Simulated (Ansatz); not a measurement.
Run this with Ansatz's Python interface and show what comes out.

`y_alloy.py`
```python
"""Ordered Y-Li cells across composition, after relaxing cells and atoms."""

from collections import Counter
import logging
import sys
import warnings

import ansatz
import numpy as np
from tabulate import tabulate

logging.basicConfig(stream=sys.stdout, format="%(levelname)s:%(name)s:%(message)s")
logger = logging.getLogger("y")
logger.setLevel(logging.INFO)

FUNCTIONAL = "PBEsol"
ECUT = 460
KSPACING = 0.16
SMEARING = "gaussian"
SMEARING_WIDTH = 0.05


def fcc(a_site, a):
    return (
        ansatz.Lattice.fcc(a)
        .space_group(225)
        .atom(a_site, (0, 0, 0))
        .primitive()
    )

A_FIRST, A_LAST = 5.09, 4.42


def compute(name, crystal):
    calc = crystal.calculation()
    calc = calc.functional(FUNCTIONAL)
    calc = calc.basis(ECUT).kpoints(spacing=KSPACING)
    calc = calc.occupations(SMEARING, width=SMEARING_WIDTH)
    calc = calc.band_table()
    calc = calc.relax(force_tolerance=0.02, max_steps=40, cell=True)
    return calc.run(threads=1)


def volume_per_atom(outcome):
    return abs(np.linalg.det(outcome.lattice.cell_ang)) / len(outcome.lattice.sites)


def counts(outcome):
    return Counter(site.symbol for site in outcome.lattice.sites)

warnings.simplefilter("ignore", ansatz.DeckWarning)

# ordered cells: the first k mixed sites take the second element
phases = {}
for k in range(4 + 1):
    a = A_FIRST + (A_LAST - A_FIRST) * k / 4
    cell = fcc("Y", a).conventional().resolved()
    sites = [site.position for site in cell.sites if site.symbol == "Y"]
    for position in sites[:k]:
        cell = cell.substitution("Li", at=position, replaces="Y")
    phases[f"Y{4 - k}Li{k}"] = cell.resolved()

done = {name: compute(name, crystal) for name, crystal in phases.items()}

# x is the share of the second element on the mixed sites; both end members stand on this same lattice
x = {name: counts(o)["Li"] / (counts(o)["Y"] + counts(o)["Li"]) for name, o in done.items()}
first, last = min(x, key=x.get), max(x, key=x.get)
energy = {name: o.report["energy_sigma0_ev"] / len(o.lattice.sites) for name, o in done.items()}
volume = {name: volume_per_atom(o) for name, o in done.items()}
rows = []
for name in sorted(done, key=x.get):
    line = lambda table: (1 - x[name]) * table[first] + x[name] * table[last]
    rows.append((name, x[name], 1000 * (energy[name] - line(energy)), volume[name], 100 * (volume[name] / line(volume) - 1)))
print(tabulate(rows, headers=["cell", "x(Li)", "E_mix (meV/atom)", "V (A^3/atom)", "excess V (%)"], floatfmt=".4f", tablefmt="github"))
# a fit of these few cells to Omega x(1 - x); small periodic cells, not a random solution
shape = np.array([row[1] * (1 - row[1]) for row in rows])
print("Omega =", round(float(shape @ [row[2] for row in rows] / (shape @ shape)), 1), "meV/atom")
```

`python y_alloy.py` gives:
```text
| cell   |   x(Li) |   E_mix (meV/atom) |   V (A^3/atom) |   excess V (%) |
|--------|---------|--------------------|----------------|----------------|
| Y4Li0  |  0.0000 |             0.0000 |        30.8162 |         0.0000 |
| Y3Li1  |  0.2500 |           189.1104 |        28.3477 |         0.7570 |
| Y2Li2  |  0.5000 |           146.9890 |        24.9774 |        -1.8693 |
| Y1Li3  |  0.7500 |           259.2807 |        24.0461 |         5.5965 |
| Y0Li4  |  1.0000 |             0.0000 |        20.0902 |         0.0000 |
Omega = 909.7 meV/atom
```

Mixing energies: +259 meV an atom at x(Y) = 0.25 (volume +5.6 % off the straight line), +147 meV an atom at x(Y) = 0.50 (volume -1.9 % off the straight line) and +189 meV an atom at x(Y) = 0.75 (volume +0.8 % off the straight line). All are positive, so the end members on this lattice are favoured over these cells.

Notes:
- The meshes are coarse for the metals among these phases, whose energies can be off by up to 40 meV an atom.
- These are small ordered cells, with both end members on the same lattice, which need not be their own; they aren't random solutions. Differences under about 40 meV an atom lie within the error of mesh and functional.
- The cells are prototypes set up for this calculation and needn't exist.
- The whole script took 2.1 min on 1 thread of Arm Neoverse V2 (shared host), peak memory 0.57 GiB.
